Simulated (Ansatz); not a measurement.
Born–Oppenheimer molecular dynamics of a periodic cell of 16 atoms, WC (start crystal WC, start structure P-6m2, volume 1.15 times the crystal's). It starts from a structure without forces on its atoms.

Theory: DFT PBEsol, scalar-relativistic, plane waves, PAW in Ansatz. Settings: PAW set soft_1, cutoff 420 eV, k mesh 2x2x2, fermi-dirac smearing 0.24 eV, no spin polarisation.

* ensemble: NVT, Langevin thermostat
* time step: 0.75 fs
* steps asked: 190
* set temperature: 2800 K
* friction: 0.02 /fs
* seed: 595515

Frames 7.5 fs apart, positions in Å, forces in eV/Å.

Velocities at 52.5 fs (Å/ps):

```
W -0.11 -0.62 -1.95
C 0.73 -9.25 -13.05
W -0.30 -1.07 -5.73
C -9.67 -5.86 -18.21
W 2.31 7.86 -1.05
C -3.44 -8.15 3.55
W 3.23 -0.93 -0.69
C 15.96 9.05 5.62
W -3.50 1.91 -4.17
C -0.41 -6.85 14.95
W 0.50 1.07 -1.94
C 2.28 -12.68 5.04
W -0.49 0.84 -0.44
C 19.72 -6.29 16.18
W -0.70 4.96 -5.06
C -1.92 -11.89 -23.18
```

```xyz
16
Lattice="-3.0378 -5.2616 0.0000 4.5567 -2.6308 0.0000 0.0000 0.0000 5.9303" Properties=species:S:1:pos:R:3:forces:R:3 time_fs=52.5 energy_less_start_eV=5.962 T=1866
W -0.078 -5.445 -0.312 1.45 4.42 5.22
C 1.101 -4.353 1.457 3.29 0.74 -2.49
W -0.111 -5.235 2.711 -0.69 -1.87 2.70
C 1.494 -4.307 4.472 -0.37 -0.35 -1.20
W -1.540 -2.539 -0.044 -1.18 -0.39 -1.19
C -0.272 -1.682 1.278 2.46 0.02 2.09
W -1.351 -2.624 3.034 -2.26 1.07 -1.26
C -0.233 -1.329 4.385 0.77 -4.39 1.34
W 1.360 -2.637 -0.030 1.01 -0.33 -0.32
C 3.046 -1.757 1.297 -1.18 0.01 1.57
W 1.439 -2.826 2.804 0.88 2.10 1.69
C 2.918 -1.736 4.537 0.53 -2.66 -3.32
W 0.102 0.078 0.075 -3.32 -0.66 -1.82
C -1.555 -4.261 1.253 0.91 -0.66 2.51
W 0.067 0.088 3.066 -1.69 1.08 -3.37
C -1.481 -4.482 4.490 -0.61 1.85 -2.15
16
Lattice="-3.0378 -5.2616 0.0000 4.5567 -2.6308 0.0000 0.0000 0.0000 5.9303" Properties=species:S:1:pos:R:3:forces:R:3 time_fs=60 energy_less_start_eV=4.492 T=3022
W -0.067 -5.435 -0.318 1.06 2.50 3.40
C 1.200 -4.396 1.339 2.44 0.93 -1.38
W -0.107 -5.235 2.680 1.83 -2.06 2.97
C 1.427 -4.315 4.322 0.44 -0.53 0.19
W -1.523 -2.477 -0.054 -1.55 -1.00 -0.96
C -0.261 -1.708 1.330 2.56 0.56 1.35
W -1.334 -2.630 3.007 -2.04 1.20 -0.95
C -0.084 -1.375 4.495 -0.11 -3.39 -0.05
W 1.336 -2.632 -0.052 1.26 -0.18 -0.76
C 3.018 -1.735 1.432 -0.50 -0.52 -0.33
W 1.454 -2.821 2.785 0.74 1.86 1.16
C 2.950 -1.859 4.479 0.49 0.00 -1.27
W 0.094 0.102 0.063 -1.65 -0.60 -1.08
C -1.405 -4.356 1.433 -2.22 0.62 -0.90
W 0.055 0.140 3.034 -1.87 -1.22 -2.42
C -1.401 -4.517 4.240 -0.88 1.83 1.03
16
Lattice="-3.0378 -5.2616 0.0000 4.5567 -2.6308 0.0000 0.0000 0.0000 5.9303" Properties=species:S:1:pos:R:3:forces:R:3 time_fs=67.5 energy_less_start_eV=4.904 T=3331
W -0.050 -5.406 -0.315 1.02 1.54 1.92
C 1.414 -4.341 1.169 -0.21 -0.53 1.13
W -0.106 -5.256 2.656 4.83 -2.24 3.86
C 1.356 -4.325 4.252 1.08 -0.76 0.62
W -1.521 -2.415 -0.071 -0.58 -1.64 -0.24
C -0.131 -1.716 1.452 1.30 0.31 -0.29
W -1.337 -2.632 2.973 -1.97 1.06 -1.07
C 0.091 -1.623 4.609 -2.08 0.33 -2.22
W 1.305 -2.647 -0.079 3.43 0.27 -0.53
C 3.031 -1.753 1.499 -0.09 -0.41 -1.70
W 1.450 -2.799 2.765 0.91 1.65 1.32
C 3.023 -2.004 4.281 -0.57 2.07 1.33
W 0.087 0.136 0.043 -0.80 -1.67 -1.12
C -1.337 -4.411 1.547 -4.50 2.32 -4.13
W 0.038 0.169 2.997 -0.55 -2.87 -1.98
C -1.360 -4.427 4.098 -1.20 0.58 3.10
16
Lattice="-3.0378 -5.2616 0.0000 4.5567 -2.6308 0.0000 0.0000 0.0000 5.9303" Properties=species:S:1:pos:R:3:forces:R:3 time_fs=75 energy_less_start_eV=7.168 T=2521
W -0.033 -5.369 -0.304 0.82 1.21 1.40
C 1.695 -4.251 1.021 -3.70 -1.12 5.16
W -0.077 -5.291 2.652 1.65 0.23 2.80
C 1.269 -4.330 4.272 1.77 -0.94 0.03
W -1.533 -2.390 -0.076 1.98 -3.76 -1.78
C 0.055 -1.722 1.542 -0.81 0.46 -1.13
W -1.340 -2.645 2.932 -1.64 1.07 -1.04
C 0.221 -1.875 4.637 -6.56 4.34 -6.58
W 1.278 -2.663 -0.100 7.41 -0.15 2.17
C 3.047 -1.780 1.533 0.21 0.13 -2.28
W 1.449 -2.790 2.749 1.95 1.05 1.84
C 3.109 -2.038 4.178 -2.05 2.59 2.53
W 0.076 0.167 0.011 -0.34 -2.00 -1.09
C -1.461 -4.330 1.503 -0.94 0.70 -2.30
W 0.013 0.186 2.942 1.81 -3.09 -2.14
C -1.328 -4.347 4.114 -1.56 -0.72 2.42
16
Lattice="-3.0378 -5.2616 0.0000 4.5567 -2.6308 0.0000 0.0000 0.0000 5.9303" Properties=species:S:1:pos:R:3:forces:R:3 time_fs=82.5 energy_less_start_eV=5.801 T=3185
W -0.026 -5.317 -0.274 0.33 0.44 1.25
C 1.749 -4.191 1.086 -3.46 -1.19 4.47
W -0.049 -5.327 2.662 0.20 1.40 2.54
C 1.278 -4.337 4.318 1.83 -0.83 -0.42
W -1.546 -2.370 -0.081 1.94 -3.73 -2.35
C 0.191 -1.707 1.538 -2.67 0.88 -1.34
W -1.332 -2.659 2.888 -1.63 0.93 -0.53
C 0.168 -1.940 4.450 -4.26 2.75 -3.41
W 1.261 -2.661 -0.107 5.56 1.27 0.07
C 3.071 -1.739 1.450 -0.03 -0.01 -1.49
W 1.444 -2.763 2.767 2.90 0.72 1.67
C 3.079 -1.959 4.191 -1.05 2.22 1.15
W 0.074 0.208 -0.039 -0.95 -2.25 -1.73
C -1.654 -4.260 1.325 2.06 0.51 0.42
W 0.004 0.191 2.872 1.55 -2.73 -0.65
C -1.290 -4.334 4.222 -2.31 -0.39 0.34
16
Lattice="-3.0378 -5.2616 0.0000 4.5567 -2.6308 0.0000 0.0000 0.0000 5.9303" Properties=species:S:1:pos:R:3:forces:R:3 time_fs=90 energy_less_start_eV=4.080 T=4172
W -0.023 -5.266 -0.227 -0.19 0.33 0.41
C 1.583 -4.175 1.323 -0.89 -2.39 -0.35
W -0.019 -5.351 2.664 0.13 2.16 2.91
C 1.444 -4.370 4.396 0.14 0.00 -0.85
W -1.556 -2.379 -0.104 0.60 -2.04 -1.01
C 0.222 -1.651 1.454 -2.76 0.45 -0.92
W -1.327 -2.667 2.827 -3.79 0.91 -1.29
C -0.118 -1.863 4.154 2.17 1.57 2.31
W 1.264 -2.673 -0.113 3.17 1.68 -1.39
C 3.036 -1.689 1.370 0.05 -0.55 -0.88
W 1.462 -2.736 2.780 1.86 2.00 1.64
C 3.123 -1.777 4.202 -1.11 1.10 0.40
W 0.059 0.236 -0.093 -1.77 -2.49 -2.35
C -1.726 -4.208 1.152 2.97 0.49 2.32
W 0.004 0.192 2.819 1.10 -2.41 -0.30
C -1.354 -4.254 4.326 -1.68 -0.82 -0.65
16
Lattice="-3.0378 -5.2616 0.0000 4.5567 -2.6308 0.0000 0.0000 0.0000 5.9303" Properties=species:S:1:pos:R:3:forces:R:3 time_fs=97.5 energy_less_start_eV=5.111 T=3757
W -0.019 -5.225 -0.162 -0.28 0.66 -1.07
C 1.359 -4.268 1.457 1.16 -1.13 -2.34
W 0.003 -5.373 2.668 -0.58 1.97 2.33
C 1.640 -4.386 4.426 -2.62 1.05 -1.70
W -1.574 -2.399 -0.110 1.45 -1.01 -1.21
C 0.206 -1.593 1.320 -2.23 -0.01 0.30
W -1.324 -2.666 2.755 -4.57 0.34 -0.61
C -0.351 -1.696 4.089 4.74 1.51 2.91
W 1.262 -2.689 -0.129 3.00 1.16 -0.52
C 3.048 -1.705 1.273 -0.33 -0.20 0.28
W 1.496 -2.731 2.783 0.67 2.31 1.12
C 3.185 -1.597 4.127 -0.92 -0.66 1.07
W 0.044 0.254 -0.157 -1.39 -2.43 -1.69
C -1.637 -4.120 1.022 1.47 -1.74 3.39
W 0.010 0.141 2.773 0.72 -1.00 -0.24
C -1.484 -4.203 4.470 -0.28 -0.82 -2.03
16
Lattice="-3.0378 -5.2616 0.0000 4.5567 -2.6308 0.0000 0.0000 0.0000 5.9303" Properties=species:S:1:pos:R:3:forces:R:3 time_fs=105 energy_less_start_eV=6.006 T=3345
W -0.010 -5.189 -0.094 -0.69 -0.12 -3.07
C 1.288 -4.441 1.402 2.79 1.84 -1.12
W 0.020 -5.397 2.687 -1.04 2.63 1.54
C 1.634 -4.429 4.366 -2.36 1.55 -1.48
W -1.579 -2.427 -0.116 1.08 1.92 -3.05
C 0.138 -1.563 1.288 -1.24 -0.71 0.21
W -1.327 -2.665 2.686 -3.01 1.60 2.14
C -0.332 -1.520 4.170 3.20 -0.65 0.94
W 1.264 -2.703 -0.142 2.70 1.33 -0.31
C 3.036 -1.714 1.209 -0.30 -0.31 0.64
W 1.524 -2.729 2.780 0.15 1.15 -0.03
C 3.253 -1.550 4.025 -0.93 -2.03 2.45
W 0.025 0.250 -0.232 -0.85 -2.22 -0.38
C -1.508 -3.989 0.984 -0.14 -5.15 4.20
W 0.031 0.079 2.702 0.28 -0.07 0.47
C -1.501 -4.175 4.579 0.39 -0.75 -3.14
16
Lattice="-3.0378 -5.2616 0.0000 4.5567 -2.6308 0.0000 0.0000 0.0000 5.9303" Properties=species:S:1:pos:R:3:forces:R:3 time_fs=112.5 energy_less_start_eV=5.240 T=4067
W -0.008 -5.160 -0.037 -0.72 -0.83 -4.21
C 1.452 -4.569 1.343 1.24 2.49 0.26
W 0.056 -5.404 2.704 -0.95 3.81 0.64
C 1.498 -4.380 4.224 -0.32 0.61 0.25
W -1.595 -2.473 -0.138 0.80 1.35 -3.54
C 0.015 -1.543 1.241 -0.15 -1.43 -0.11
W -1.353 -2.679 2.616 -1.97 2.92 4.53
C -0.195 -1.438 4.328 1.52 -2.05 -0.64
W 1.268 -2.697 -0.149 2.31 1.64 -0.59
C 2.980 -1.744 1.232 0.25 -0.31 -0.13
W 1.547 -2.736 2.784 0.14 1.19 -0.56
C 3.243 -1.579 3.977 -0.77 -2.73 2.82
W 0.008 0.236 -0.291 -0.37 -1.77 0.54
C -1.375 -4.000 1.143 -0.76 -5.00 1.02
W 0.041 0.030 2.626 -0.26 0.58 1.86
C -1.467 -4.205 4.505 0.01 -0.48 -2.14
16
Lattice="-3.0378 -5.2616 0.0000 4.5567 -2.6308 0.0000 0.0000 0.0000 5.9303" Properties=species:S:1:pos:R:3:forces:R:3 time_fs=120 energy_less_start_eV=5.031 T=3752
W -0.032 -5.145 0.000 0.91 -0.87 -4.75
C 1.722 -4.570 1.359 -3.69 2.34 -0.03
W 0.104 -5.383 2.721 -1.10 2.09 1.35
C 1.435 -4.398 4.128 0.88 0.50 1.47
W -1.625 -2.511 -0.170 2.61 -0.66 -3.44
C -0.149 -1.569 1.202 1.31 -1.43 -0.46
W -1.394 -2.685 2.551 -0.36 1.26 5.83
C 0.057 -1.483 4.489 -0.48 -2.28 -2.39
W 1.275 -2.688 -0.165 2.24 1.26 -0.46
C 2.979 -1.721 1.271 0.52 -0.76 -0.65
W 1.583 -2.751 2.792 0.23 1.52 -0.74
C 3.194 -1.730 4.014 -0.79 -0.92 1.15
W -0.009 0.211 -0.326 -0.03 -1.39 1.15
C -1.285 -4.259 1.317 -2.08 -1.19 -0.34
W 0.038 -0.013 2.565 0.02 0.81 2.99
C -1.449 -4.264 4.380 -0.19 -0.28 -0.69
16
Lattice="-3.0378 -5.2616 0.0000 4.5567 -2.6308 0.0000 0.0000 0.0000 5.9303" Properties=species:S:1:pos:R:3:forces:R:3 time_fs=127.5 energy_less_start_eV=6.303 T=2825
W -0.048 -5.150 0.014 0.61 -0.58 -4.47
C 1.840 -4.463 1.417 -5.84 1.98 -2.08
W 0.149 -5.365 2.731 -1.71 0.49 2.38
C 1.469 -4.459 4.100 1.12 0.93 1.69
W -1.648 -2.541 -0.207 2.23 -0.84 -3.38
C -0.284 -1.662 1.136 2.98 0.25 -0.50
W -1.419 -2.674 2.503 1.05 -1.31 7.39
C 0.242 -1.635 4.526 -2.59 0.38 -3.42
W 1.299 -2.684 -0.169 3.12 -0.34 0.44
C 3.003 -1.708 1.309 0.56 -0.90 -1.13
W 1.612 -2.742 2.796 -0.25 1.11 -0.36
C 3.104 -1.907 4.056 0.12 0.43 0.59
W -0.043 0.191 -0.336 0.05 -2.20 0.47
C -1.312 -4.481 1.489 -1.88 0.68 -1.86
W 0.027 -0.049 2.505 0.18 0.28 3.78
C -1.502 -4.320 4.281 0.25 -0.36 0.45
16
Lattice="-3.0378 -5.2616 0.0000 4.5567 -2.6308 0.0000 0.0000 0.0000 5.9303" Properties=species:S:1:pos:R:3:forces:R:3 time_fs=135 energy_less_start_eV=6.799 T=2608
W -0.052 -5.180 0.020 -0.02 -0.24 -3.28
C 1.719 -4.282 1.411 -2.84 -1.22 -2.13
W 0.184 -5.337 2.741 -2.04 -0.38 2.15
C 1.604 -4.490 4.110 -0.14 0.73 0.81
W -1.668 -2.564 -0.255 2.17 -0.64 -1.97
C -0.271 -1.700 1.114 2.41 0.33 -1.07
W -1.436 -2.668 2.465 -0.43 -1.24 6.07
C 0.271 -1.851 4.444 -3.94 2.08 -3.53
W 1.329 -2.705 -0.170 3.60 -0.40 0.98
C 3.027 -1.788 1.307 0.25 0.53 -1.22
W 1.635 -2.708 2.813 -2.41 0.21 -1.34
C 2.991 -2.078 4.032 2.78 1.64 2.34
W -0.070 0.164 -0.331 0.28 -2.53 -0.67
C -1.424 -4.630 1.588 0.69 1.79 -3.82
W 0.018 -0.080 2.453 -0.88 -0.28 5.47
C -1.534 -4.366 4.171 0.50 -0.37 1.20
```

Of the whole run (142 fs, mean temperature of the second half 3333 K): The mean temperature of the second half is 19 % above the set value. A run of 0.14 ps of so small a system gives no equilibrium averages. Limits of this set-up: coarse k mesh, PAW files made for another functional.

Run time: 21 min on 1 thread of Arm Neoverse V1 (shared host), peak memory 0.61 GiB.
